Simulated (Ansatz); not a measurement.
# IrPtC6N6: the cost of one run

Method: DFT PBE, scalar-relativistic, plane waves, PAW, in Ansatz 0.2.0.

## 1. The system as given

It takes space group Fm-3m (No. 225, cubic). The conventional cell has a = 10.189 Å, b = 10.189 Å, c = 10.189 Å, α = 90.00°, β = 90.00°, γ = 90.00°. Ir (site symmetry m-3m) has 6 C at 1.92 Å in its first shell of neighbours. Pt (site symmetry m-3m) has 6 N at 2.01 Å in its first shell of neighbours. C (site symmetry 4mm) has 1 N at 1.17 Å and 1 Ir at 1.92 Å in its first shell of neighbours. N (site symmetry 4mm) is surrounded by 1 C at 1.17 Å and 1 Pt at 2.01 Å.

Coordinates:

```xyz
14
Lattice="0.0000 5.0945 5.0945 5.0945 0.0000 5.0945 5.0945 5.0945 0.0000" Properties=species:S:1:pos:R:3 pbc="T T T"
Ir    0.0000    0.0000    0.0000
Pt    5.0945    5.0945    5.0945
C     1.9170    5.0945    5.0945
C     5.0945    1.9170    5.0945
C     5.0945    5.0945    1.9170
C     8.2720    5.0945    5.0945
C     5.0945    8.2720    5.0945
C     5.0945    5.0945    8.2720
N     3.0870    5.0945    5.0945
N     5.0945    3.0870    5.0945
N     5.0945    5.0945    3.0870
N     7.1020    5.0945    5.0945
N     5.0945    7.1020    5.0945
N     5.0945    5.0945    7.1020
```

A structure generator made this guess: cyanide-bridged rock-salt net of two metals, 0 guest cations a cell (Fm-3m, No. 225). Lengths come from tabulated atomic sizes and are only a guess.

## 2. Probe: one point on a coarse mesh

The input, input.yaml:

```yaml
crystal:
  lattice:
    - [0.0, 5.0945, 5.0945]
    - [5.0945, 0.0, 5.0945]
    - [5.0945, 5.0945, 0.0]
  atoms:
    - { symbol: Ir, position: [0.0, 0.0, 0.0], spin: 1.0 }
    - { symbol: Pt, position: [0.5, 0.5, 0.5] }
    - { symbol: C, position: [0.81185592, 0.18814408, 0.18814408] }
    - { symbol: C, position: [0.18814408, 0.81185592, 0.18814408] }
    - { symbol: C, position: [0.18814408, 0.18814408, 0.81185592] }
    - { symbol: C, position: [0.18814408, 0.81185592, 0.81185592] }
    - { symbol: C, position: [0.81185592, 0.18814408, 0.81185592] }
    - { symbol: C, position: [0.81185592, 0.81185592, 0.18814408] }
    - { symbol: "N", position: [0.6970262, 0.3029738, 0.3029738] }
    - { symbol: "N", position: [0.3029738, 0.6970262, 0.3029738] }
    - { symbol: "N", position: [0.3029738, 0.3029738, 0.6970262] }
    - { symbol: "N", position: [0.3029738, 0.6970262, 0.6970262] }
    - { symbol: "N", position: [0.6970262, 0.3029738, 0.6970262] }
    - { symbol: "N", position: [0.6970262, 0.6970262, 0.3029738] }
basis:
  ecutwfc: 420
kpoints:
  mp_grid: { grid: [4, 4, 4] }
hamiltonian:
  xc: pbe
scf:
  occupations: { method: gaussian, width: 0.1 }
  lower_state_search: "off"
output:
  forces: true
  stress: true
  eigenvalues: true
  populations: true
magnetization:
  spin_polarized: true
```

Started as:

```sh
$ ansatz run input.yaml --threads 1 --pin off --max-ram 2560MiB --backend cpu --events-out ev --progress --plain --runs-dir out
```

Q: Estimate wall time and peak memory on 1 thread of Intel Xeon 6975P-C (Granite Rapids), shared host.

About 14 s, with a peak of 0.7 GiB.
